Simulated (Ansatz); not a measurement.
BaTiO3, space group Pm-3m, a scan of the Hubbard U

With the Ansatz DFT code, driven from Python.

Run as a notebook:

**Cell 1**
```python
import ansatz as az
import numpy as np
```

**Cell 2**
```python
def count_gap(report):
    # lowest empty less highest filled band, counting bands; zero where they overlap
    return max(report.get("gap_by_band_count_ev") or 0.0, 0.0)
```

**Cell 3**
```python
lattice = az.Lattice.of(
    [4.006, 0.0, 0.0],
    [0.0, 4.006, 0.0],
    [0.0, 0.0, 4.006],
)
sites = [
    ("Ba", [0.5, 0.5, 0.5]),
    ("Ti", [0.0, 0.0, 0.0]),
    ("O", [0.5, 0.0, 0.0]),
    ("O", [0.0, 0.5, 0.0]),
    ("O", [0.0, 0.0, 0.5]),
]
xtal = az.Crystal(lattice=lattice)
for symbol, position in sites:
    xtal = xtal.atom(symbol, position)
```

**Cell 4**
```python
job = (
    xtal.calculation()
    .functional("pbe")
    .occupations("fixed")
    .kpoints(6, 6, 6)
    .band_table()
)
rows = []
for u in [1.0, 3.0, 5.0, 7.0]:
    rep = job.hubbard("Ti", "d", u_eff=u).run(threads=1, pin="off").report
    shell = rep["hubbard"]["n_scf"]
    rows.append((u, count_gap(rep), sum(shell) / len(shell), rep["n_iterations"]))
print("      U_eff eV  gap by band count eV  Ti d occupation (projector)      iterations")
for row in rows:
    print(f"{str(row[0]):>14s}  {row[1]:20.3f}  {row[2]:27.4f}  {row[3]:14d}")
```
Output:
```text
DeckWarning: basis.ecutwfc = 420 eV, auto-derived from the records' recommended cutoffs: set by Ba (normal level)
      U_eff eV  gap by band count eV  Ti d occupation (projector)      iterations
           1.0                 1.904                       2.3140               8
           3.0                 2.129                       2.2261               9
           5.0                 2.395                       2.1330               9
           7.0                 2.714                       2.0354               9
```

From U = 1 to 7 eV the gap on the mesh goes from 1.90 eV to 2.71 eV.

Reading the output:
- Spin is left out of this run.
- Semilocal gaps usually lie well under measured ones.
- The Fermi level of a run with fixed occupations marks the highest occupied state on its mesh, not mid-gap.
- This is a high-temperature or high-pressure form, not the ambient phase.
- The starting cell is as deposited in a crystallographic database; the results hold for this polymorph, which needn't be the stable one.
- Levels are Kohn-Sham eigenvalues on this mesh, without spin-orbit coupling.
- Warnings are shown shortened and without file and line.
- Shell occupations and the effect of U depend on the projectors; a run with no .spin step is spin-unpolarised, and each U may end in a state that isn't the lowest.
- Wall time of the script: 7.9 s on 1 thread of Intel(R) Xeon(R) Processor @ 2.30GHz, with other jobs on the host, peak memory 0.55 GiB.
